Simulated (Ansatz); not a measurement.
# CH4F2O2Sn: small, medium and large basis sets

The task here is to estimate one member of a computed series from the others.

Computed with Ansatz 0.2.0, Gaussian basis. Level: one geometry, several basis sets.

Plan: PBE0-D4/def2-SVP; ωB97M-V/def2-SVP; PBE0-D4/def2-QZVPP; ωB97M-V/def2-QZVPP; the functionals' def2-TZVPP values are taken from earlier runs.

### Structure used throughout

An earlier PBE0-D4 in a triple-zeta def2 set relaxation fixed the geometry. Sn takes the def2 core potential; no spin-orbit term is included.

SMILES `C[O][Sn]([OH])([F])[F]`, 10 atoms, charge 0, spin multiplicity 1.

Atoms are counted from 1 here; the program's logs count them from 0.

Bond lengths: C1–O2 1.420 Å, C1–H7 1.092 Å, C1–H8 1.095 Å, C1–H9 1.095 Å, O2–Sn3 1.920 Å, Sn3–O4 1.931 Å, Sn3–F5 1.902 Å, Sn3–F6 1.890 Å, O4–H10 0.962 Å. Angles: O2–C1–H7 106.8°, O2–C1–H8 111.8°, O2–C1–H9 112.2°, H7–C1–H8 108.4°, H7–C1–H9 108.4°, H8–C1–H9 109.0°, C1–O2–Sn3 120.8°, O2–Sn3–O4 112.3°, O2–Sn3–F5 112.5°, O2–Sn3–F6 106.9°, O4–Sn3–F5 107.7°, O4–Sn3–F6 111.8°, F5–Sn3–F6 105.5°, Sn3–O4–H10 112.9°.

The first run:

File in.yaml:

```yaml
crystal:
  periodic: [false, false, false]
  atoms:
    - {symbol: C, position_ang: [-0.221377, -1.747878, 0.213839]}
    - {symbol: O, position_ang: [-0.437262, -0.567080, 0.972632]}
    - {symbol: Sn, position_ang: [-0.145828, 1.165053, 0.197914]}
    - {symbol: O, position_ang: [1.600525, 1.320797, -0.610311]}
    - {symbol: F, position_ang: [-1.437463, 1.593098, -1.131453]}
    - {symbol: F, position_ang: [-0.398146, 2.433919, 1.575782]}
    - {symbol: H, position_ang: [-0.359752, -2.589842, 0.894606]}
    - {symbol: H, position_ang: [-0.942263, -1.842793, -0.604627]}
    - {symbol: H, position_ang: [0.792608, -1.797302, -0.195913]}
    - {symbol: H, position_ang: [1.632160, 1.980825, -1.309573]}
basis:
  gaussian: {orbitals: def2-SVP}
hamiltonian: {xc: pbe0, dispersion: d4}
output: {orbitals: {seedname: orbitals}}
```

Command:

```
ansatz run in.yaml --threads 2 --pin off --events-out ev --progress --plain --max-ram 32768MiB --backend cpu
```

Steps of the session up to this table: PBE0-D4 in def2-SVP; ωB97M-V in def2-SVP; PBE0-D4 in def2-QZVPP; ωB97M-V in def2-QZVPP.

One table of the session follows, with a row left open; its other results are not shown here.

It belongs to the step «Functionals by basis». 

| functional | basis | HOMO (eV) | LUMO (eV) |
| --- | --- | --- | --- |
| PBE0-D4 | def2-SVP | -8.69 | -2.17 |
| PBE0-D4 | def2-TZVPP | -8.85 | -2.40 |
| PBE0-D4 | def2-QZVPP | ? | ? |
| ωB97M-V | def2-SVP | -11.10 | -0.03 |
| ωB97M-V | def2-TZVPP | -11.28 | -0.33 |
| ωB97M-V | def2-QZVPP | -11.31 | -0.47 |

Estimate the missing values for PBE0-D4, def2-QZVPP.

**Answer.** HOMO (eV): -8.88; LUMO (eV): -2.46. In the column «HOMO (eV)» it lies between ωB97M-V, def2-SVP (-11.10) and PBE0-D4, def2-TZVPP (-8.85).
